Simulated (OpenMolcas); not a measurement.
# Ir⁶⁺ among point charges: CASSCF and CASPT2 levels and susceptibility

Aim: the splitting of the states of Ir⁶⁺ in the field of 3 point charges, its lowest levels with spin-orbit coupling and its magnetic susceptibility.

Program: OpenMolcas 26.06. Level of theory: state-averaged CASSCF and CASPT2, spin-orbit coupling by RASSI with atomic mean-field integrals. These are calculated values, not measurements, unless marked.

## Step 1: The system

- Species: Ir⁶⁺ (iridium, Z = 77, 71 electrons)
- Basis: ANO-RCC-VDZP [7s6p4d2f], 59 functions
- Scalar Hamiltonian: DKH2, point nucleus
- Inactive shells: 1s 2s 2p 3s 3p 3d 4s 4p 4d 4f 5s 5p
- Active space: 3 electrons in 5 orbitals (5d)
- Some configurations of this space: 5d³
- Orbitals: optimised for each spin and parity, averaged over all roots

The outer shells:

5d3
```
5d [↑ ][↑ ][↑ ][  ][  ]
```

The ion sits among 3 point charges of -1.5 e arranged as a planar triangle (D3h), 2.2 Å from the ion.

Each step is its own input file, run in one work folder so that later steps find the files of earlier ones. Only the result sections of each output are shown. Labels, J, g values, rates, χT and fits are worked out afterwards by a script from the matrices that RASSI stores.

## Step 2: One- and two-electron integrals

Input file a.inp:

```
&GATEWAY
Coord
1

Ir 0.0 0.0 0.0
Basis=ANO-RCC-VDZP
Group=NoSym
NoMove
AngMom=0.0 0.0 0.0
AMFI
XField
3 Angstrom 0
2.200000 0.000000 0.000000 -1.500000
-1.100000 1.905256 0.000000 -1.500000
-1.100000 -1.905256 0.000000 -1.500000
&SEWARD
```

On the command line:

```sh
$ OMP_NUM_THREADS=1 MOLCAS_MEM=1689 MOLCAS_PROJECT=a pymolcas a.inp > a.log
```

## Step 3: CASSCF: quartets, 10 roots

Input file a.inp:

```
&RASSCF
FileOrb=start.orb
Symmetry=1
Spin=4
nActEl=3 0 0
Inactive=34
Ras2=5
CIRoot=10 10 1
SDav=10
CIMx=300
Iter=120 100
PrWF=0.3
OrbListing=Nothing
MaxOrb=0
>>> COPY $Project.JobIph JOB001
```

start.orb holds the contracted functions of the basis, ordered by shell, or the orbitals of the step before.

## Step 4: Reference wave functions, doublets, 40 roots

Input file a.inp:

```
&RASSCF
FileOrb=start.orb
Symmetry=1
Spin=2
nActEl=3 0 0
Inactive=34
Ras2=5
CIRoot=40 40 1
SDav=40
CIMx=300
Iter=120 100
PrWF=0.3
OrbListing=Nothing
MaxOrb=0
>>> COPY $Project.JobIph JOB002
```

## Step 5: RASSI: spin-orbit coupling between the states

Input file a.inp:

```
&RASSI
NrOfJobIphs=2 10 40
1 2 3 4 5 6 7 8 9 10
1 2 3 4 5 6 7 8 9 10 11 12 13 14 15 16 17 18 19 20 21 22 23 24 25 26 27
28 29 30 31 32 33 34 35 36 37 38 39 40
IphNames
JOB001
JOB002
EJob
SpinOrbit
DIPRint=1.0
SOCoupling=1000.0
Subsets=2
Property=9
'ANGMOM' 1 'ANGMOM' 2 'ANGMOM' 3 'MLTPL  1' 1 'MLTPL  1' 2 'MLTPL  1' 3
'AMFI' 1 'AMFI' 2 'AMFI' 3
SOProperty=3
'ANGMOM' 1 'ANGMOM' 2 'ANGMOM' 3
```

## Step 6: CASPT2: IPEA 0.25, imaginary shift 0.1 (closed shells correlated: 4f 5s 5p)

Input file a.inp:

```
>>> COPY JOB001 $Project.JobIph
&CASPT2
Multistate=10 1 2 3 4 5 6 7 8 9 10
NoMult
Frozen=23
IPEA=0.25
Imaginary=0.1
MaxIter=60
WThr=0.0 0.3 0.05
PrWF=0.5
NoMix
>>> COPY JOB002 $Project.JobIph
&CASPT2
Multistate=40 1 2 3 4 5 6 7 8 9 10 11 12 13 14 15 16 17 18 19 20 21 22
23 24 25 26 27 28 29 30 31 32 33 34 35 36 37 38 39 40
NoMult
Frozen=23
IPEA=0.25
Imaginary=0.1
MaxIter=60
WThr=0.0 0.3 0.05
PrWF=0.5
NoMix
```

(Steps that only read results are left out.)

**Question.** What will these runs give? Wanted: spin-free ground state; first state of the same spin within the active space; lowest level; next level.

**Answer**, as computed:

```
                                            quantity                                                                           value
                                              method  SS-CASPT2, IPEA 0.25, imaginary shift 0.1 (closed shells correlated: 4f 5s 5p)
                              spin-free ground state                                                 4A1, 1-fold in its orbital part
first state of the same spin within the active space                                                                4A2 at 1.24 cm⁻¹
                                        lowest level                                               2-fold E3/2, g = 0.00, 0.00, 1.48
                                          next level                                                                     2483.6 cm⁻¹
                                         χT at 300 K                                                                  0.09 cm³ K/mol
                           effective moment at 300 K                                                                         0.85 μB
```

Cost by method:

```csv
method,time of its own steps,time with the reference
A. CASSCF,9.5 s,9.5 s
"B. SS-CASPT2, IPEA 0.25, imaginary shift 0.1, +4f 5s 5p",9.3 s,19 s
```

Times are of one thread on a shared host.

What this shows: The spin-free ground state (4A1) comes to 100 % from free-ion F terms and keeps the highest spin of the shell. χT at 300 K is 0.09, against 1.88 cm³ K/mol for the spin alone, so orbital moment, zero-field splitting or mixing of spin states lowers it. CASPT2 does not keep the components of a term degenerate, and the means are used. Point charges leave out covalency, so the field and the spin state can differ from those of real complexes. Point charges carry no covalency, so the field is a model and not that of real ligands.
